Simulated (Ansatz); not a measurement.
# Sn2H: the cost of one run

Computed with Ansatz 0.2.0 (DFT PBE, scalar-relativistic, plane waves, PAW, unless a step's input says otherwise).

### Step 1. The system as given

Symmetry: P4/mmm, No. 123, tetragonal system. Conventional cell: a = 3.094 Å, b = 3.094 Å, c = 5.911 Å, α = 90.00°, β = 90.00°, γ = 90.00°. Sn (site symmetry 4mm) has 4 H at 2.71 Å and 6 Sn at 2.72 to 3.19 Å as nearest neighbours. Around H (site symmetry 4/mmm) lie 8 Sn at 2.71 Å.

Coordinates:

```cif
data_structure
_symmetry_space_group_name_H-M 'P 1'
_symmetry_Int_Tables_number 1
_cell_length_a 3.0937
_cell_length_b 3.0937
_cell_length_c 5.9108
_cell_angle_alpha 90.000
_cell_angle_beta 90.000
_cell_angle_gamma 90.000
_cell_volume 56.57
loop_
_atom_site_label
_atom_site_type_symbol
_atom_site_fract_x
_atom_site_fract_y
_atom_site_fract_z
_atom_site_occupancy
Sn1 Sn 0.50000 0.50000 0.27000 1
Sn2 Sn 0.50000 0.50000 0.73000 1
H1 H 0.00000 0.00000 0.00000 1
```

Recipe of the guess: species swapped into a database cell of FeSi2 (P4/mmm, No. 123), with H on the Fe sites and Sn on the Si sites. Lengths come from tabulated atomic sizes and are only a guess.

### Step 2. A first look at the guess

Contents of input.yaml:

```yaml
crystal:
  lattice:
    - [3.09373218, 0.0, 0.0]
    - [0.0, 3.09373218, 0.0]
    - [0.0, 0.0, 5.91082633]
  atoms:
    - { symbol: Sn, position: [0.5, 0.5, 0.27000001] }
    - { symbol: Sn, position: [0.5, 0.5, 0.72999999] }
    - { symbol: H, position: [0.0, 0.0, 0.0] }
basis:
  ecutwfc: 420
kpoints:
  mp_grid: { grid: [6, 6, 4] }
hamiltonian:
  xc: pbe
scf:
  occupations: { method: gaussian, width: 0.1 }
  lower_state_search: "off"
output:
  forces: true
  stress: true
  eigenvalues: true
```

Started as:

```console
ansatz run input.yaml --threads 1 --pin off --max-ram 2560MiB --backend cpu --events-out ev --progress --plain --runs-dir out
```

**Question.** How long does this run take on 1 thread of Intel Xeon at 2.70GHz, shared host, and how much memory does it need?

About 2.1 s, with a peak of 0.34 GiB.
